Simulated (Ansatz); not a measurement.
**CH5NSSi: two geometries relaxed**

Aim: relax the geometries before and after the shift of H5 from N1 to C2, and see whether they are two minima and how far apart in energy. SMILES of the start: NC([SiH3])=S.

Method: RKS BHLYP-D4/6-31G*, in Ansatz 0.2.0.

**1. Starting point**

Bond lengths: N1–C2 1.339 Å, C2–Si3 1.904 Å, C2–S4 1.644 Å, N1–H5 1.010 Å, N1–H6 1.006 Å, Si3–H7 1.462 Å, Si3–H8 1.454 Å, Si3–H9 1.468 Å. Angles: N1–C2–Si3 119.9°, N1–C2–S4 120.1°, Si3–C2–S4 119.9°, C2–N1–H5 119.5°, C2–N1–H6 121.7°, H5–N1–H6 118.8°, C2–Si3–H7 106.8°, C2–Si3–H8 108.3°, C2–Si3–H9 106.5°, H7–Si3–H8 112.6°, H7–Si3–H9 110.0°, H8–Si3–H9 112.2°.

Coordinates:

```xyz
9

N    -0.1017    1.4041   -0.5941
C    -0.0409    0.0707   -0.6976
Si    0.0796   -0.9990    0.8733
S    -0.0214   -0.6426   -2.1793
H    -0.1421    1.9663   -1.4322
H    -0.1176    1.8654    0.2998
H     1.5017   -1.1405    1.1807
H    -0.5654   -2.2751    0.6078
H    -0.5923   -0.2493    1.9418
```

**2. End point A**

Input file input.yaml:

```yaml
crystal:
  periodic: [false, false, false]
  atoms:
    - { symbol: "N", position_ang: [-0.10165, 1.4041, -0.59415] }
    - { symbol: C, position_ang: [-0.04093, 0.07065, -0.69765] }
    - { symbol: Si, position_ang: [0.07965, -0.99898, 0.87328] }
    - { symbol: S, position_ang: [-0.02143, -0.64259, -2.17927] }
    - { symbol: H, position_ang: [-0.14207, 1.96628, -1.43223] }
    - { symbol: H, position_ang: [-0.11758, 1.86536, 0.2998] }
    - { symbol: H, position_ang: [1.50168, -1.14047, 1.18072] }
    - { symbol: H, position_ang: [-0.56542, -2.27509, 0.60775] }
    - { symbol: H, position_ang: [-0.59226, -0.24927, 1.94176] }
basis:
  gaussian: { orbitals: "6-31G*" }
hamiltonian:
  xc: { name: BHLYP }
  dispersion: d4
relax:
  f_tol: 0.02
  max_steps: 50
```

Command:

```
ansatz run input.yaml --threads 1 --pin off --max-ram 2048MiB --backend cpu --events-out ev --progress --plain --runs-dir out
```

The log of the run, shortened:

```text
Warning: RAYON_NUM_THREADS=1 ignored (pool sized by the plan → 1); use --threads N
[...]
Functional definition: BHLYP
[...]
846 factors; integrals over basis functions are off by at most 6.9e-4 eV
[...]
mean field -21318.36978180 eV, -783.4356393712 hartree, gradient 7.1e-5 eV, S^2 0.000000; 0 other end points of the search recorded, 0 dependent functions left out
[...]
reference -21318.36994724 eV, -783.4356454508 hartree; 24, 24 occupied and 54, 54 virtual orbitals, 846 factors
relax step   1: F+E_penalty+E_count = -21318.63628496 eV  Δ(F+E_penalty+E_count) = +0.000e0 eV  max|allowed force component| = 4.864e-1 eV/Å  Δτ_max = 0.0000 Å  (27 SCF iters, accepted)
[...]
relax step   3: F+E_penalty+E_count = -21318.67157840 eV  Δ(F+E_penalty+E_count) = -5.739e-3 eV  max|allowed force component| = 1.109e-1 eV/Å  Δτ_max = 0.0321 Å  (32 SCF iters, accepted)
[...]
relax step   5: F+E_penalty+E_count = -21318.68458213 eV  Δ(F+E_penalty+E_count) = -3.544e-3 eV  max|allowed force component| = 1.940e-1 eV/Å  Δτ_max = 0.0986 Å  (32 SCF iters, accepted)
[...]
relax step   7: F+E_penalty+E_count = -21318.69178113 eV  Δ(F+E_penalty+E_count) = -3.069e-3 eV  max|allowed force component| = 1.104e-2 eV/Å  Δτ_max = 0.0542 Å  (32 SCF iters, accepted)
[...]
relax step   9: F+E_penalty+E_count = -21318.69255370 eV  Δ(F+E_penalty+E_count) = -1.317e-4 eV  max|allowed force component| = 2.808e-2 eV/Å  Δτ_max = 0.0157 Å  (27 SCF iters, accepted)
[...]
relax step  10: F+E_penalty+E_count = -21318.69259578 eV  Δ(F+E_penalty+E_count) = -4.207e-5 eV  max|allowed force component| = 1.381e-2 eV/Å  Δτ_max = 0.0026 Å  (24 SCF iters, accepted)
846 factors; integrals over basis functions are off by at most 6.4e-4 eV
mean field -21318.42572325 eV, -783.4376951814 hartree, gradient 2.1e-5 eV, S^2 0.000000; 1 other end points of the search recorded, 0 dependent functions left out
[...]
reference -21318.42588965 eV, -783.4377012965 hartree; 24, 24 occupied and 54, 54 virtual orbitals, 846 factors
Total energy: -21318.69276218 eV, -783.4475086811 hartree
Atom 0 at    -0.246157     1.388641    -0.597909 Å, force     0.005044    -0.013808    -0.007943 eV/Å
Atom 1 at     0.065937     0.098851    -0.718299 Å, force    -0.000845     0.008698     0.001470 eV/Å
Atom 2 at     0.117894    -0.967845     0.850305 Å, force    -0.001945     0.001832    -0.003729 eV/Å
Atom 3 at     0.411388    -0.625764    -2.159705 Å, force     0.000062     0.000767     0.001727 eV/Å
Atom 4 at    -0.277933     1.969943    -1.417197 Å, force    -0.002569     0.004889     0.003523 eV/Å
Atom 5 at    -0.452571     1.808609     0.287456 Å, force     0.000758    -0.002316    -0.000532 eV/Å
Atom 6 at     1.476560    -1.503069     1.014879 Å, force    -0.004305     0.002291     0.001069 eV/Å
Atom 7 at    -0.870519    -2.047487     0.721173 Å, force     0.002260     0.002132     0.003301 eV/Å
Atom 8 at    -0.224609    -0.121888     2.019307 Å, force     0.001542    -0.004485     0.001114 eV/Å
Dipole moment:    -0.220157     0.615659     0.635685 e Å
```

Wall time 19 s (1 thread of AMD EPYC 9R45 (Zen 5), shared host); peak memory 0.17 GiB.

Step by step:

```
step  energy from step 1 (eV)  largest force component (eV/Å)
   1                   0.0000                          0.4864
   2                  -0.0296                          0.2365
   3                  -0.0353                          0.1109
   4                  -0.0448                          0.2422
   5                  -0.0483                          0.1940
   6                  -0.0524                          0.1110
   7                  -0.0555                          0.0110
   8                  -0.0561                          0.0523
   9                  -0.0563                          0.0281
  10                  -0.0563                          0.0138
```

Step 1 is the start.

After: Bond lengths: N1–C2 1.332 Å, C2–Si3 1.898 Å, C2–S4 1.650 Å, N1–H5 1.005 Å, N1–H6 1.001 Å, Si3–H7 1.470 Å, Si3–H8 1.469 Å, Si3–H9 1.483 Å. Angles: N1–C2–Si3 118.4°, N1–C2–S4 123.6°, Si3–C2–S4 118.0°, C2–N1–H5 119.6°, C2–N1–H6 122.3°, H5–N1–H6 118.1°, C2–Si3–H7 108.8°, C2–Si3–H8 108.8°, C2–Si3–H9 108.9°, H7–Si3–H8 111.4°, H7–Si3–H9 109.5°, H8–Si3–H9 109.5°.

**3. Relaxing end B**

The second end starts from a geometry with the move made by hand.

Changes to input.yaml since step 2:

```diff
@@ -7,3 +7,3 @@
     - { symbol: S, position_ang: [-0.02143, -0.64259, -2.17927] }
-    - { symbol: H, position_ang: [-0.14207, 1.96628, -1.43223] }
+    - { symbol: H, position_ang: [-1.02076, 0.49796, -0.9108] }
     - { symbol: H, position_ang: [-0.11758, 1.86536, 0.2998] }
```

Command:

```
ansatz run input.yaml --threads 1 --pin off --max-ram 2048MiB --backend cpu --events-out ev --progress --plain --runs-dir out
```

The log of the run:

```text
Warning: RAYON_NUM_THREADS=1 ignored (pool sized by the plan → 1); use --threads N
The last accepted step is kept in <dir> (removed where the run ends without a failure and the disk answers)
Engine: ansatz 0.2.0, x86_64-unknown-linux-gnu
[... 1 set-up line as earlier in the session ...]
  parameter a = 0.5
  exchange = (1 - a)*b88_x + a*exact_x
  correlation = lyp_c
844 factors; integrals over basis functions are off by at most 6.8e-4 eV
mean field evaluation 1: about -21311.6926 eV, gradient 3.2e1 eV
mean field evaluation 2: about -21310.4267 eV, gradient 4.0e1 eV
mean field evaluation 4: about -21313.9690 eV, gradient 2.4e0 eV
mean field evaluation 8: about -21314.0384 eV, gradient 2.5e-1 eV
mean field evaluation 16: about -21314.0386 eV, gradient 3.7e-4 eV
mean field -21314.03859113 eV, -783.2764710496 hartree, gradient 5.0e-5 eV, S^2 0.000000; 0 other end points of the search recorded, 0 dependent functions left out
the calculation of the forces begins
reference -21314.03875352 eV, -783.2764770177 hartree; 24, 24 occupied and 54, 54 virtual orbitals, 844 factors
relax step   1: F+E_penalty+E_count = -21314.29844299 eV  Δ(F+E_penalty+E_count) = +0.000e0 eV  max|allowed force component| = 3.942e0 eV/Å  Δτ_max = 0.0000 Å  (30 SCF iters, accepted)
these checks for a lower state are left out or cut short: starts, cluster_reference, orbital_swaps, neighbouring_geometries, increment
844 factors; integrals over basis functions are off by at most 6.9e-4 eV
mean field -21314.61406513 eV, -783.2976193293 hartree, gradient 1.4e-5 eV, S^2 0.000000; 0 other end points of the search recorded, 0 dependent functions left out
the calculation of the forces begins
reference -21314.61422701 eV, -783.2976252783 hartree; 24, 24 occupied and 54, 54 virtual orbitals, 844 factors
relax step   2: F+E_penalty+E_count = -21314.87217143 eV  Δ(F+E_penalty+E_count) = -5.737e-1 eV  max|allowed force component| = 2.855e0 eV/Å  Δτ_max = 0.1261 Å  (34 SCF iters, accepted)
these checks for a lower state are left out or cut short: starts, cluster_reference, orbital_swaps, neighbouring_geometries, increment
844 factors; integrals over basis functions are off by at most 6.9e-4 eV
mean field evaluation 32: about -21315.4688 eV, gradient 7.7e-6 eV
mean field -21315.46878470 eV, -783.3290296941 hartree, gradient 1.3e-5 eV, S^2 0.000000; 0 other end points of the search recorded, 0 dependent functions left out
the calculation of the forces begins
reference -21315.46894652 eV, -783.3290356410 hartree; 24, 24 occupied and 54, 54 virtual orbitals, 844 factors
relax step   3: F+E_penalty+E_count = -21315.72842845 eV  Δ(F+E_penalty+E_count) = -8.563e-1 eV  max|allowed force component| = 3.684e0 eV/Å  Δτ_max = 0.1968 Å  (36 SCF iters, accepted)
these checks for a lower state are left out or cut short: starts, cluster_reference, orbital_swaps, neighbouring_geometries, increment
844 factors; integrals over basis functions are off by at most 6.9e-4 eV
mean field -21316.28775253 eV, -783.3591262066 hartree, gradient 2.6e-5 eV, S^2 0.000000; 0 other end points of the search recorded, 0 dependent functions left out
the calculation of the forces begins
reference -21316.28791510 eV, -783.3591321812 hartree; 24, 24 occupied and 54, 54 virtual orbitals, 844 factors
relax step   4: F+E_penalty+E_count = -21316.55283995 eV  Δ(F+E_penalty+E_count) = -8.244e-1 eV  max|allowed force component| = 3.193e0 eV/Å  Δτ_max = 0.1983 Å  (35 SCF iters, accepted)
these checks for a lower state are left out or cut short: starts, cluster_reference, orbital_swaps, neighbouring_geometries, increment
844 factors; integrals over basis functions are off by at most 6.9e-4 eV
mean field -21317.07037649 eV, -783.3878871066 hartree, gradient 2.0e-5 eV, S^2 0.000000; 0 other end points of the search recorded, 0 dependent functions left out
the calculation of the forces begins
reference -21317.07054121 eV, -783.3878931599 hartree; 24, 24 occupied and 54, 54 virtual orbitals, 844 factors
relax step   5: F+E_penalty+E_count = -21317.33584634 eV  Δ(F+E_penalty+E_count) = -7.830e-1 eV  max|allowed force component| = 2.455e0 eV/Å  Δτ_max = 0.1979 Å  (34 SCF iters, accepted)
these checks for a lower state are left out or cut short: starts, cluster_reference, orbital_swaps, neighbouring_geometries, increment
844 factors; integrals over basis functions are off by at most 6.9e-4 eV
mean field -21317.58956359 eV, -783.4069668806 hartree, gradient 9.6e-6 eV, S^2 0.000000; 0 other end points of the search recorded, 0 dependent functions left out
the calculation of the forces begins
reference -21317.58972878 eV, -783.4069729515 hartree; 24, 24 occupied and 54, 54 virtual orbitals, 844 factors
relax step   6: F+E_penalty+E_count = -21317.85531653 eV  Δ(F+E_penalty+E_count) = -5.195e-1 eV  max|allowed force component| = 2.497e0 eV/Å  Δτ_max = 0.1947 Å  (36 SCF iters, accepted)
these checks for a lower state are left out or cut short: starts, cluster_reference, orbital_swaps, neighbouring_geometries, increment
844 factors; integrals over basis functions are off by at most 6.5e-4 eV
mean field -21317.98619543 eV, -783.4215428319 hartree, gradient 2.1e-5 eV, S^2 0.000000; 0 other end points of the search recorded, 0 dependent functions left out
the calculation of the forces begins
reference -21317.98636206 eV, -783.4215489556 hartree; 24, 24 occupied and 54, 54 virtual orbitals, 844 factors
relax step   7: F+E_penalty+E_count = -21318.25277331 eV  Δ(F+E_penalty+E_count) = -3.975e-1 eV  max|allowed force component| = 1.332e0 eV/Å  Δτ_max = 0.1984 Å  (34 SCF iters, accepted)
these checks for a lower state are left out or cut short: starts, cluster_reference, orbital_swaps, neighbouring_geometries, increment
844 factors; integrals over basis functions are off by at most 6.5e-4 eV
mean field evaluation 64: about -21318.2179 eV, gradient 2.6e-1 eV
mean field -21318.21845279 eV, -783.4300781327 hartree, gradient 1.8e-5 eV, S^2 0.000000; 0 other end points of the search recorded, 0 dependent functions left out
the calculation of the forces begins
reference -21318.21861959 eV, -783.4300842625 hartree; 24, 24 occupied and 54, 54 virtual orbitals, 844 factors
relax step   8: F+E_penalty+E_count = -21318.48511698 eV  Δ(F+E_penalty+E_count) = -2.323e-1 eV  max|allowed force component| = 7.648e-1 eV/Å  Δτ_max = 0.1985 Å  (33 SCF iters, accepted)
these checks for a lower state are left out or cut short: starts, cluster_reference, orbital_swaps, neighbouring_geometries, increment
844 factors; integrals over basis functions are off by at most 6.6e-4 eV
mean field -21318.35906535 eV, -783.4352455488 hartree, gradient 1.0e-5 eV, S^2 0.000000; 0 other end points of the search recorded, 0 dependent functions left out
the calculation of the forces begins
reference -21318.35923216 eV, -783.4352516789 hartree; 24, 24 occupied and 54, 54 virtual orbitals, 844 factors
relax step   9: F+E_penalty+E_count = -21318.62544721 eV  Δ(F+E_penalty+E_count) = -1.403e-1 eV  max|allowed force component| = 6.576e-1 eV/Å  Δτ_max = 0.1994 Å  (33 SCF iters, accepted)
these checks for a lower state are left out or cut short: starts, cluster_reference, orbital_swaps, neighbouring_geometries, increment
844 factors; integrals over basis functions are off by at most 6.7e-4 eV
mean field -21318.41651724 eV, -783.4373568669 hartree, gradient 1.1e-5 eV, S^2 0.000000; 0 other end points of the search recorded, 0 dependent functions left out
the calculation of the forces begins
reference -21318.41668426 eV, -783.4373630046 hartree; 24, 24 occupied and 54, 54 virtual orbitals, 844 factors
relax step  10: F+E_penalty+E_count = -21318.68317673 eV  Δ(F+E_penalty+E_count) = -5.773e-2 eV  max|allowed force component| = 4.920e-1 eV/Å  Δτ_max = 0.1666 Å  (33 SCF iters, accepted)
these checks for a lower state are left out or cut short: starts, cluster_reference, orbital_swaps, neighbouring_geometries, increment
844 factors; integrals over basis functions are off by at most 6.8e-4 eV
mean field -21318.42225195 eV, -783.4375676136 hartree, gradient 1.4e-5 eV, S^2 0.000000; 0 other end points of the search recorded, 0 dependent functions left out
the calculation of the forces begins
reference -21318.42241892 eV, -783.4375737497 hartree; 24, 24 occupied and 54, 54 virtual orbitals, 844 factors
relax step  11: F+E_penalty+E_count = -21318.68923308 eV  Δ(F+E_penalty+E_count) = -6.056e-3 eV  max|allowed force component| = 3.750e-1 eV/Å  Δτ_max = 0.0350 Å  (33 SCF iters, accepted)
these checks for a lower state are left out or cut short: starts, cluster_reference, orbital_swaps, neighbouring_geometries, increment
844 factors; integrals over basis functions are off by at most 6.7e-4 eV
mean field evaluation 96: about -21318.4253 eV, gradient 9.7e-6 eV
mean field -21318.42525173 eV, -783.4376778535 hartree, gradient 9.7e-6 eV, S^2 0.000000; 0 other end points of the search recorded, 0 dependent functions left out
the calculation of the forces begins
reference -21318.42541870 eV, -783.4376839895 hartree; 24, 24 occupied and 54, 54 virtual orbitals, 844 factors
relax step  12: F+E_penalty+E_count = -21318.69211081 eV  Δ(F+E_penalty+E_count) = -2.878e-3 eV  max|allowed force component| = 3.299e-2 eV/Å  Δτ_max = 0.0261 Å  (34 SCF iters, accepted)
these checks for a lower state are left out or cut short: starts, cluster_reference, orbital_swaps, neighbouring_geometries, increment
844 factors; integrals over basis functions are off by at most 6.7e-4 eV
mean field -21318.42552631 eV, -783.4376879439 hartree, gradient 9.3e-6 eV, S^2 0.000000; 0 other end points of the search recorded, 0 dependent functions left out
the calculation of the forces begins
reference -21318.42569310 eV, -783.4376940736 hartree; 24, 24 occupied and 54, 54 virtual orbitals, 844 factors
relax step  13: F+E_penalty+E_count = -21318.69244537 eV  Δ(F+E_penalty+E_count) = -3.346e-4 eV  max|allowed force component| = 1.667e-2 eV/Å  Δτ_max = 0.0218 Å  (28 SCF iters, accepted)
844 factors; integrals over basis functions are off by at most 6.7e-4 eV
mean field -21318.42552631 eV, -783.4376879439 hartree, gradient 9.3e-6 eV, S^2 0.000000; 1 other end points of the search recorded, 0 dependent functions left out
the calculation of the forces begins
reference -21318.42569310 eV, -783.4376940736 hartree; 24, 24 occupied and 54, 54 virtual orbitals, 844 factors
Total energy: -21318.69261217 eV, -783.4475031683 hartree
Atom 0 at    -0.562325     1.160992    -0.557775 Å, force    -0.009557     0.011273     0.000365 eV/Å
Atom 1 at    -0.089400    -0.079455    -0.665044 Å, force     0.003308    -0.005977     0.013675 eV/Å
Atom 2 at     0.196673    -1.078591     0.922322 Å, force     0.007435    -0.007702     0.005318 eV/Å
Atom 3 at     0.271422    -0.797543    -2.105383 Å, force     0.003456    -0.006881    -0.016673 eV/Å
Atom 4 at    -0.717116     1.706677    -1.387412 Å, force    -0.001066     0.007396     0.000592 eV/Å
Atom 5 at    -0.776935     1.576578     0.327721 Å, force    -0.001420    -0.000738    -0.001940 eV/Å
Atom 6 at     1.630204    -1.381549     1.034132 Å, force     0.003106    -0.003615     0.002151 eV/Å
Atom 7 at    -0.606095    -2.307405     0.862448 Å, force    -0.003339     0.002750     0.001130 eV/Å
Atom 8 at    -0.225127    -0.268035     2.090431 Å, force    -0.001923     0.003494    -0.004617 eV/Å
Dipole moment:    -0.268139     0.601810     0.630859 e Å
```

Run time: 26 s. Hardware: 1 thread of AMD EPYC 9R45 (Zen 5), shared host; peak memory 0.17 GiB.

The steps of the relaxation:

```
step  energy from step 1 (eV)  largest force component (eV/Å)
   1                   0.0000                          3.9424
   2                  -0.5737                          2.8548
   3                  -1.4300                          3.6844
   4                  -2.2544                          3.1933
   5                  -3.0374                          2.4551
   6                  -3.5569                          2.4972
   7                  -3.9543                          1.3325
   8                  -4.1867                          0.7648
   9                  -4.3270                          0.6576
  10                  -4.3847                          0.4920
  11                  -4.3908                          0.3750
  12                  -4.3937                          0.0330
  13                  -4.3940                          0.0167
```

Step 1 is the start.

After: Bond lengths: N1–C2 1.332 Å, C2–Si3 1.897 Å, C2–S4 1.649 Å, N1–H5 1.005 Å, N1–H6 1.001 Å, Si3–H7 1.469 Å, Si3–H8 1.469 Å, Si3–H9 1.483 Å. Angles: N1–C2–Si3 118.5°, N1–C2–S4 123.6°, Si3–C2–S4 117.9°, C2–N1–H5 119.6°, C2–N1–H6 122.3°, H5–N1–H6 118.1°, C2–Si3–H7 108.6°, C2–Si3–H8 108.9°, C2–Si3–H9 109.2°, H7–Si3–H8 111.3°, H7–Si3–H9 109.3°, H8–Si3–H9 109.5°.

Pairs that crossed the distance rule for bonds on the way: came closer N1–H5; moved apart C2–H5.

**4. What came out**

| quantity | value |
| --- | --- |
| end A | 9 moves, 0.056 eV lower |
| end B | 12 moves, 4.394 eV lower |
| largest difference between the ends | 0.03 Å |
| end B relative to end A | +0.000 eV |

**Reading.** Both starts fell into the same minimum (no atom differs by more than 0.03 Å), so from this start no second minimum was found and no band was run; another arrangement could still be one.
